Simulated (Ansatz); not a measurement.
# Zr4Cl: from a guess to a relaxed structure

Where does this trial cell of Zr4Cl go when cell and atoms are let free?

Program: Ansatz 0.2.0. Level of theory: DFT PBE, scalar-relativistic, plane waves, PAW. These are calculated values, not measurements.

### Step 1. The system as given

The structure is cubic, space group Pm-3m (No. 221). Conventional cell: a = 4.535 Å, b = 4.535 Å, c = 4.535 Å, α = 90.00°, β = 90.00°, γ = 90.00°. Zr (site symmetry 4/mmm) has 2 Cl at 2.27 Å as nearest neighbours. Zr (site symmetry m-3m) is surrounded by 12 Zr at 3.21 Å. Cl (site symmetry m-3m) has 6 Zr at 2.27 Å as nearest neighbours.

As a file:

```
CELL_PARAMETERS angstrom
4.53517 0.00000 0.00000
0.00000 4.53517 0.00000
0.00000 0.00000 4.53517
ATOMIC_POSITIONS crystal
Zr 0.50000 0.00000 0.00000
Zr 0.00000 0.50000 0.00000
Zr 0.00000 0.00000 0.50000
Zr 0.50000 0.50000 0.50000
Cl 0.00000 0.00000 0.00000
```

Recipe of the guess: random cell by space group and Wyckoff sites (Pm-3m, No. 221). Its size is a rough estimate.

### Step 2. A first look at the guess

The input, input.yaml:

```yaml
crystal:
  lattice:
    - [4.53517229, 0.0, 0.0]
    - [0.0, 4.53517229, 0.0]
    - [0.0, 0.0, 4.53517229]
  atoms:
    - { symbol: Zr, position: [0.5, 0.0, 0.0] }
    - { symbol: Zr, position: [0.0, 0.5, 0.0] }
    - { symbol: Zr, position: [0.0, 0.0, 0.5] }
    - { symbol: Zr, position: [0.5, 0.5, 0.5] }
    - { symbol: Cl, position: [0.0, 0.0, 0.0] }
basis:
  ecutwfc: 420
kpoints:
  mp_grid: { grid: [4, 4, 4] }
hamiltonian:
  xc: pbe
scf:
  occupations: { method: gaussian, width: 0.1 }
  lower_state_search: "off"
output:
  forces: true
  stress: true
  eigenvalues: true
```

Started as:

```sh
$ ansatz run input.yaml --threads 1 --pin off --max-ram 2560MiB --backend cpu --events-out ev --progress --plain --runs-dir out
```

The session goes on with these runs: coarse relaxation; spin check on a coarse mesh; full relaxation.

**Question.** What will these runs give? Wanted: conventional cell; volume; energy over the elements; gap on the mesh.

**Answer**, as computed:

| quantity | value |
| --- | --- |
| symmetry at the end (tolerance 0.05 Å) | space group Pm-3m (No. 221) |
| conventional cell | a = 4.831 Å, b = 4.831 Å, c = 4.831 Å, α = 90.00°, β = 90.00°, γ = 90.00° |
| volume | 22.54 Å³/atom |
| energy over the elements (uncorrected; H, N, O, F and Cl as molecules) | -0.16 eV/atom |
| gap on the mesh | none (metal) |

What this shows: The space group Pm-3m (No. 221) is kept, and the volume per atom grows by 20.8 % from the first guess. It lies below the elements, which doesn't yet make it stable: competing phases were not computed in this session. No finished test with a distortion of lower symmetry is shown, so the end may be a saddle point. A spin-polarised run here lost its starting moments, which speaks against magnetism, though one start doesn't rule it out. Other magnetic orders were not searched.
